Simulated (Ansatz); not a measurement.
# H4InNSi: the cost of one run

Method: the settings change from run to run; program: Ansatz 0.2.0, Gaussian basis.

## 1. The relaxed structure

The structure was relaxed beforehand with PBE0-D4 in a triple-zeta def2 set. In takes a core potential in def2 sets; no spin-orbit term is included.

7 atoms, charge 0, spin multiplicity 1.

Atoms are counted from 1 here; the program's logs count them from 0.

Bond lengths: N1–Si2 1.708 Å, N1–In3 2.109 Å, N1–H4 1.012 Å, Si2–H5 1.494 Å, Si2–H6 1.498 Å, Si2–H7 1.494 Å. Angles: Si2–N1–In3 122.1°, Si2–N1–H4 117.3°, In3–N1–H4 120.7°, N1–Si2–H5 115.0°, N1–Si2–H6 105.6°, N1–Si2–H7 115.0°, H5–Si2–H6 107.3°, H5–Si2–H7 106.3°, H6–Si2–H7 107.3°.

## 2. B97/def2-SVPD

Options: charge +1, multiplicity 2, a grid of angular degree 11.

in.yaml

```yaml
crystal:
  periodic: [false, false, false]
  atoms:
    - {symbol: N, position_ang: [-0.448555, -0.897896, 0.002039]}
    - {symbol: Si, position_ang: [0.320174, 0.602848, -0.270345]}
    - {symbol: In, position_ang: [-0.800228, -1.639128, 1.944406]}
    - {symbol: H, position_ang: [-0.734050, -1.427505, -0.811938]}
    - {symbol: H, position_ang: [-0.512836, 1.618041, -0.983057]}
    - {symbol: H, position_ang: [0.624406, 1.152100, 1.089606]}
    - {symbol: H, position_ang: [1.612287, 0.523440, -1.016412]}
basis:
  gaussian: {orbitals: def2-SVPD, final_grid: {core_spheres: 5, valence_spheres: 4, degree: 11}}
total_charge: 1
magnetization: {spin_polarized: true, initial_magnetization: 1}
hamiltonian: {xc: {name: B97}}
output: {forces: true}
```

On the command line:

```
$ ansatz run in.yaml --threads 2 --pin off --events-out ev --progress --plain --max-ram 4352MiB
```

What time and memory should one allow on 2 threads of Arm Neoverse V1, shared host?

About 9.5 s, with a peak of 0.29 GiB.
